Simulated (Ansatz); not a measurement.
# CH₂Ge+ (doublet): the correlation ladder, cc-pVTZ

An exercise on one series of results from a longer session: the logs are not shown, and one member is left open.

Program: Ansatz 0.2.0, Gaussian basis. Level of theory: cc-pVTZ, core rule «outside noble gas», up to 15 orbitals frozen. These are calculated values, not measurements.

Plan: UHF; CCSD(T) on ROHF; CCSD(T) on UHF; BCCD(T) on ROHF; CCSDT(Q) on ROHF; CCSDT(Q) on UHF; CASSCF and MRCISD+Q, 9 electrons in 10 orbitals; CASSCF and NEVPT2, 9 electrons in 10 orbitals.

2 further runs of the same task are left out: 2 set aside as unsound or not needed.

## The geometry

The geometry is a PBE0/def2-TZVP stationary point (not a proven minimum) of the parent state, kept for this charge and spin. No spin-orbit coupling is included. The filled d shell of Ge may be among the frozen orbitals whatever the setting's name suggests; the logs give the count.

4 atoms, charge 1, spin multiplicity 2.

Atoms are counted from 1 here; the program's logs count them from 0.

Bond lengths: Ge1–C2 1.701 Å, Ge1–H3 1.526 Å, C2–H4 1.081 Å. Angles: C2–Ge1–H3 129.6°, Ge1–C2–H4 146.3°.

As a file:

| atom | x (Å) | y (Å) | z (Å) |
| --- | --- | --- | --- |
| Ge1 | 0.0000 | -0.0424 | 0.2511 |
| C2 | 0.0000 | 0.1965 | -1.4326 |
| H3 | 0.0000 | 0.9843 | 1.3795 |
| H4 | 0.0000 | -0.2702 | -2.4076 |

Set-up of the first run:

The input, in.yaml:

```yaml
crystal:
  periodic: [false, false, false]
  atoms:
    - {symbol: Ge, position_ang: [0.000000, -0.042396, 0.251137]}
    - {symbol: C, position_ang: [0.000000, 0.196479, -1.432580]}
    - {symbol: H, position_ang: [0.000000, 0.984283, 1.379496]}
    - {symbol: H, position_ang: [0.000000, -0.270164, -2.407607]}
basis:
  gaussian: {orbitals: cc-pVTZ}
total_charge: 1
magnetization: {spin_polarized: true, initial_magnetization: 1}
hamiltonian: {xc: hf}
output: {orbitals: {seedname: orbitals}}
```

Run with:

```console
$ ansatz run in.yaml --threads 1 --pin off --events-out ev --progress --plain --max-ram 4096MiB --backend cpu
```

Among the steps run: UHF; CCSD(T) on ROHF; CCSD(T) on UHF; BCCD(T) on ROHF; CCSDT(Q) on ROHF; CCSDT(Q) on UHF; CASSCF and MRCISD+Q, 9 electrons in 10 orbitals; CASSCF and NEVPT2, 9 electrons in 10 orbitals.

One of the session's tables, all rows but one given; the rest of the session is left out.

| method | from RCCSDT(Q) (kcal/mol) |
| --- | --- |
| ROHF | +168.27 |
| UHF | +148.15 |
| RMP2 | +28.66 |
| UMP2 | +37.43 |
| RCCSD | +9.90 |
| UCCSD | +10.47 |
| RCCSD(T) | +1.49 |
| UCCSD(T) | +3.21 |
| BCCD(T) | +1.65 |
| RCCSDT | +0.70 |
| UCCSDT | +0.79 |
| RCCSDT(Q) | 0 |
| UCCSDT(Q) | -0.03 |
| CASSCF valence | +89.15 |
| NEVPT2 valence | ? |
| MRCISD valence | +5.08 |
| MRCISD+Q valence | +0.53 |

**Question.** Estimate the row for NEVPT2 valence.

The run gave: from RCCSDT(Q) (kcal/mol): +19.01. In the column «from RCCSDT(Q) (kcal/mol)» it lies between UCCSD (+10.47) and RMP2 (+28.66).

To keep in mind: The determinant is far from a pure spin state, so its energy mixes those of several spin states (harmless only where they are near-degenerate, as at dissociation). Restricted and unrestricted rows rest on different reference determinants; where their highest levels disagree by more than a few hundredths of an eV, they describe different states and don't form one ladder.
